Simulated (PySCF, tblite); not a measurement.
# C5H7F3O: a rotation path, then NMR shifts on frames, part 2 of 2

tblite 0.8.0 and PySCF 2.14.0. Atoms count from 0. The steps go on from the part before.

### Step 5. Shielding tensors: image 5, PBE0/pcSseg-1

What the job is given:

```
{"job": {"kind": "nmr", "xc": "PBE0", "basis": "pcSseg-1", "pop": false}, "charge": 0, "multiplicity": 1}
F      3.155000     0.015600     0.076600
C      2.015900    -0.060300    -0.662700
C      0.757700    -0.046000     0.228100
F      1.146400     0.204100     1.540100
C     -0.295300     1.015400    -0.144000
C     -1.628800     0.297400     0.073100
F     -2.312200     0.195100    -1.118500
C     -1.223600    -1.098500     0.568900
O      0.129500    -1.271900     0.180200
H      2.039600    -1.001400    -1.219800
H      2.019400     0.796900    -1.341900
H     -0.181300     1.891300     0.489600
H     -0.203800     1.300400    -1.190700
H     -2.300700     0.817200     0.759600
H     -1.317400    -1.161300     1.658200
H     -1.808000    -1.885000     0.091900
```

Method: GIAO PBE0/pcSseg-1 NMR shielding, non-relativistic, gas phase.

The log of the run:

```text
coarse grid: 14120 points
cycle   1  E = -568.6075276894  dE =  1.334e+00  |g| = 9.295e-01  |ddm| = 3.486e+00
cycle   2  E = -568.4504617118  dE =  1.571e-01  |g| = 1.386e+00  |ddm| = 1.463e+00
cycle   3  E = -568.7491345549  dE = -2.987e-01  |g| = 7.614e-02  |ddm| = 9.165e-01
cycle   4  E = -568.7501064428  dE = -9.719e-04  |g| = 3.564e-02  |ddm| = 7.810e-02
cycle   5  E = -568.7503969018  dE = -2.905e-04  |g| = 6.347e-03  |ddm| = 3.140e-02
cycle   6  E = -568.7504048133  dE = -7.912e-06  |g| = 1.642e-03  |ddm| = 5.710e-03
final grid: 139664 points
cycle   7  E = -568.8365400020  dE = -5.245e-05  |g| = 1.233e-02  |ddm| = 2.946e-02
cycle   8  E = -568.8365078678  dE =  3.213e-05  |g| = 1.854e-02  |ddm| = 1.854e-02
cycle   9  E = -568.8365675987  dE = -5.973e-05  |g| = 1.012e-03  |ddm| = 1.138e-02
cycle  10  E = -568.8365677928  dE = -1.941e-07  |g| = 3.429e-04  |ddm| = 1.047e-03
cycle  11  E = -568.8365678122  dE = -1.936e-08  |g| = 1.287e-04  |ddm| = 3.118e-04
cycle  12  E = -568.8365678145  dE = -2.305e-09  |g| = 2.635e-05  |ddm| = 8.718e-05
cycle  13  E = -568.8365678146  dE = -1.080e-10  |g| = 6.019e-06  |ddm| = 2.278e-05
converged SCF energy = -568.8365678146

GIAO shielding tensors (ppm)
atom      isotropic    diamagn.    paramagn.     s11        s22        s33       span
  0 F      425.302     465.563     -40.261    379.776    405.424    490.706    110.930
  1 C       98.559     242.004    -143.445     70.770     84.836    140.070     69.300
  2 C       63.573     244.161    -180.588     41.331     62.110     87.278     45.946
  3 F      303.670     475.715    -172.045    200.356    344.611    366.042    165.686
  4 C      134.444     250.957    -116.513    108.081    132.892    162.359     54.278
  5 C       90.268     246.115    -155.846     56.746     82.801    131.258     74.513
  6 F      365.158     472.240    -107.082    312.484    376.656    406.333     93.849
  7 C      106.179     244.569    -138.390     65.896    105.561    147.079     81.183
  8 O      208.144     398.385    -190.241    154.050    176.944    293.437    139.387
  9 H       26.667      28.157      -1.490     22.632     28.521     28.846      6.214
 10 H       26.817      28.315      -1.498     22.075     28.511     29.865      7.790
 11 H       28.711      30.298      -1.587     24.887     28.164     33.082      8.195
 12 H       29.628      31.075      -1.448     25.652     29.369     33.862      8.210
 13 H       26.269      29.080      -2.811     22.527     26.565     29.716      7.189
 14 H       27.212      28.784      -1.572     22.766     26.188     32.684      9.917
 15 H       27.085      28.147      -1.062     23.083     25.941     32.230      9.147
```

It took 34 s on 1 thread of Intel Xeon Platinum 8259CL at 2.50GHz, shared host; peak memory 0.84 GiB.

This run: δ C2 123.4, C5 96.7, C1 88.4, C7 80.7, H13 5.45, H9 5.05 ppm.

### Step 6. Shielding tensors: image 6, PBE0/pcSseg-1

What the job is given:

```
{"job": {"kind": "nmr", "xc": "PBE0", "basis": "pcSseg-1", "pop": false}, "charge": 0, "multiplicity": 1}
F      3.137000    -0.299300     0.064900
C      2.013400    -0.034900    -0.654800
C      0.759000    -0.028300     0.233700
F      1.141600     0.280300     1.536200
C     -0.307100     1.003700    -0.181800
C     -1.630600     0.275000     0.059100
F     -2.314300     0.125800    -1.127200
C     -1.206600    -1.097700     0.602600
O      0.151300    -1.263800     0.229200
H      1.905200    -0.824000    -1.404500
H      2.156400     0.942500    -1.124700
H     -0.209000     1.902100     0.422500
H     -0.212900     1.254500    -1.237100
H     -2.308400     0.807300     0.730000
H     -1.306600    -1.126500     1.692800
H     -1.776000    -1.907800     0.147600
```

Level: GIAO PBE0/pcSseg-1 NMR shielding, non-relativistic, gas phase.

The log of the run:

```text
coarse grid: 14120 points
cycle   1  E = -568.6088923078  dE =  1.335e+00  |g| = 9.310e-01  |ddm| = 3.485e+00
cycle   2  E = -568.4506811887  dE =  1.582e-01  |g| = 1.390e+00  |ddm| = 1.465e+00
cycle   3  E = -568.7510360697  dE = -3.004e-01  |g| = 7.671e-02  |ddm| = 9.191e-01
cycle   4  E = -568.7520178962  dE = -9.818e-04  |g| = 3.611e-02  |ddm| = 7.800e-02
cycle   5  E = -568.7523144435  dE = -2.965e-04  |g| = 6.440e-03  |ddm| = 3.163e-02
cycle   6  E = -568.7523223843  dE = -7.941e-06  |g| = 1.791e-03  |ddm| = 5.766e-03
final grid: 139664 points
cycle   7  E = -568.8383099782  dE = -5.292e-05  |g| = 1.241e-02  |ddm| = 2.987e-02
cycle   8  E = -568.8382774108  dE =  3.257e-05  |g| = 1.868e-02  |ddm| = 1.851e-02
cycle   9  E = -568.8383379516  dE = -6.054e-05  |g| = 1.017e-03  |ddm| = 1.137e-02
cycle  10  E = -568.8383381501  dE = -1.985e-07  |g| = 3.302e-04  |ddm| = 1.053e-03
cycle  11  E = -568.8383381682  dE = -1.815e-08  |g| = 1.260e-04  |ddm| = 3.018e-04
cycle  12  E = -568.8383381704  dE = -2.200e-09  |g| = 2.657e-05  |ddm| = 8.603e-05
cycle  13  E = -568.8383381705  dE = -1.089e-10  |g| = 5.938e-06  |ddm| = 2.231e-05
converged SCF energy = -568.8383381705

GIAO shielding tensors (ppm)
atom      isotropic    diamagn.    paramagn.     s11        s22        s33       span
  0 F      427.357     465.796     -38.439    388.249    414.518    479.305     91.056
  1 C       99.080     241.803    -142.723     70.711     84.886    141.643     70.932
  2 C       62.779     243.795    -181.016     42.137     60.196     86.006     43.869
  3 F      306.365     475.899    -169.534    199.191    352.336    367.568    168.376
  4 C      136.396     251.300    -114.905    111.086    134.597    163.504     52.418
  5 C       90.917     246.140    -155.224     56.998     82.741    133.011     76.013
  6 F      366.099     472.196    -106.097    314.594    377.539    406.164     91.571
  7 C      105.717     244.531    -138.814     64.468    105.585    147.097     82.629
  8 O      211.294     398.203    -186.909    150.701    188.415    294.765    144.063
  9 H       26.702      28.288      -1.586     22.888     28.293     28.925      6.037
 10 H       26.813      28.095      -1.282     21.689     28.711     30.038      8.349
 11 H       28.879      30.416      -1.537     24.904     28.192     33.540      8.636
 12 H       29.695      31.097      -1.401     25.753     29.432     33.901      8.148
 13 H       26.278      29.118      -2.840     22.508     26.576     29.750      7.243
 14 H       27.164      28.781      -1.617     22.712     26.144     32.635      9.923
 15 H       27.055      28.141      -1.085     23.009     25.923     32.234      9.225
```

Wall time 33 s (1 thread of Intel Xeon Platinum 8259CL at 2.50GHz, shared host); peak memory 0.84 GiB.

This run: δ C2 124.1, C5 96.0, C1 87.8, C7 81.2, H13 5.44, H9 5.02 ppm.

### Step 7. NMR shieldings: image 8, PBE0/pcSseg-1

What the job is given:

```
{"job": {"kind": "nmr", "xc": "PBE0", "basis": "pcSseg-1", "pop": false}, "charge": 0, "multiplicity": 1}
F      2.956000    -0.847500    -0.125100
C      2.020600     0.004500    -0.627700
C      0.758000     0.014700     0.235900
F      1.120900     0.429600     1.521500
C     -0.334000     0.983800    -0.256200
C     -1.636300     0.233300     0.041700
F     -2.327600    -0.000300    -1.126200
C     -1.170900    -1.093200     0.661700
O      0.194600    -1.234400     0.308500
H      1.771700    -0.340700    -1.635600
H      2.463700     1.005500    -0.646200
H     -0.266600     1.931900     0.271700
H     -0.246000     1.153800    -1.328100
H     -2.324100     0.782800     0.689500
H     -1.278900    -1.066600     1.751400
H     -1.708900    -1.947900     0.251900
```

With the program's defaults for keys left out, this is: GIAO PBE0/pcSseg-1 NMR shielding, non-relativistic, gas phase.

The log of the run:

```text
coarse grid: 14120 points
cycle   1  E = -568.6115038389  dE =  1.330e+00  |g| = 9.336e-01  |ddm| = 3.480e+00
cycle   2  E = -568.4513466050  dE =  1.602e-01  |g| = 1.397e+00  |ddm| = 1.469e+00
cycle   3  E = -568.7544119749  dE = -3.031e-01  |g| = 7.711e-02  |ddm| = 9.247e-01
cycle   4  E = -568.7553938003  dE = -9.818e-04  |g| = 3.682e-02  |ddm| = 7.795e-02
cycle   5  E = -568.7556982616  dE = -3.045e-04  |g| = 6.745e-03  |ddm| = 3.218e-02
cycle   6  E = -568.7557063458  dE = -8.084e-06  |g| = 2.234e-03  |ddm| = 6.027e-03
final grid: 139664 points
cycle   7  E = -568.8416957240  dE = -5.257e-05  |g| = 1.275e-02  |ddm| = 3.177e-02
cycle   8  E = -568.8416608122  dE =  3.491e-05  |g| = 1.930e-02  |ddm| = 1.891e-02
cycle   9  E = -568.8417248520  dE = -6.404e-05  |g| = 1.017e-03  |ddm| = 1.170e-02
cycle  10  E = -568.8417250549  dE = -2.030e-07  |g| = 3.271e-04  |ddm| = 1.078e-03
cycle  11  E = -568.8417250732  dE = -1.825e-08  |g| = 1.252e-04  |ddm| = 2.983e-04
cycle  12  E = -568.8417250753  dE = -2.153e-09  |g| = 2.621e-05  |ddm| = 8.369e-05
cycle  13  E = -568.8417250754  dE = -1.012e-10  |g| = 5.703e-06  |ddm| = 2.156e-05
converged SCF energy = -568.8417250754

GIAO shielding tensors (ppm)
atom      isotropic    diamagn.    paramagn.     s11        s22        s33       span
  0 F      430.869     467.174     -36.305    409.931    420.257    462.419     52.488
  1 C       98.437     240.893    -142.456     71.440     83.983    139.887     68.447
  2 C       61.239     243.562    -182.323     42.768     58.314     82.634     39.866
  3 F      305.637     476.946    -171.309    189.842    349.665    377.404    187.562
  4 C      139.430     251.220    -111.791    117.156    135.981    165.152     47.997
  5 C       90.576     246.226    -155.650     55.897     82.460    133.371     77.474
  6 F      365.916     472.126    -106.210    316.543    376.367    404.837     88.294
  7 C      106.238     244.449    -138.211     65.887    105.187    147.640     81.752
  8 O      219.458     397.566    -178.108    161.168    201.767    295.439    134.271
  9 H       26.905      28.348      -1.444     22.621     28.459     29.634      7.014
 10 H       26.672      27.721      -1.049     21.991     28.241     29.783      7.792
 11 H       29.089      30.417      -1.328     25.012     28.172     34.084      9.071
 12 H       29.745      30.928      -1.183     25.922     29.243     34.071      8.149
 13 H       26.176      29.116      -2.939     22.412     26.466     29.651      7.239
 14 H       27.114      28.774      -1.660     22.639     26.114     32.588      9.949
 15 H       27.031      28.112      -1.081     23.008     25.831     32.255      9.247
```

Run time: 34 s. Hardware: 1 thread of Intel Xeon Platinum 8259CL at 2.50GHz, shared host; peak memory 0.86 GiB.

In short: δ C2 125.7, C5 96.3, C1 88.5, C7 80.7, H13 5.54, H10 5.05 ppm.

### Step 8. Run by run: NMR shifts

Shifts (ppm) of some atoms, chosen among heavy atoms and hydrogens apart, with basis size and wall time:

```
  frame     C2    C4   H11   H12      F3      F0     O8  functions  time
image 0  128.0  47.4  2.90  2.82  -122.1  -259.0  115.4        188  47 s
image 2  124.6  49.9  3.08  2.46  -134.1  -262.7  116.8        188  33 s
image 5  123.4  52.5  3.01  2.09  -132.7  -254.4  127.9        188  34 s
image 6  124.1  50.5  2.84  2.02  -135.4  -256.4  124.8        188  33 s
image 8  125.7  47.5  2.63  1.97  -134.7  -259.9  116.6        188  34 s
```

### Step 9. Summary of results

What follows sums up all 2 parts.

| quantity | value |
| --- | --- |
| barrier | 0.204 eV (4.7 kcal/mol) at image 5 |
| end to end (GFN2-xTB) | 0.130 eV |
| 13C shifts against TMS (PBE0/pcSseg-1, image 0) | 128.0, 95.9, 91.4, 81.1, 47.4 ppm |
| 1H shifts against TMS (PBE0/pcSseg-1, image 0) | 5.53, 5.24, 4.73, 4.64, 4.55, 2.90, 2.82 ppm |
| 19F shifts against CFCl3 (PBE0/pcSseg-1, image 0) | -122.1, -194.7, -259.0 ppm |
| 17O shifts against H2O (PBE0/pcSseg-1, image 0) | 115.4 ppm |
| surface potential, 1st and 99th percentile | -0.94 V and 1.21 V |
| range of the shift of F3 | -135.4 to -122.1 ppm |

Along the band the dihedral turns by 141°, and the top (dihedral 248°) lies 4.7 kcal/mol above the start (GFN2-xTB, rough), so at room temperature this motion is fast. The top was not checked by a frequency run. Shifts at one fixed geometry are not the observed spectrum, which averages over the motion. In the first frame run (image 0): Shielding is most anisotropic at F3 (span 186 ppm, paramagnetic term -184 ppm). Across the 5 runs the shift of F3 moves most, between -135.4 (image 6) and -122.1 ppm (image 0).
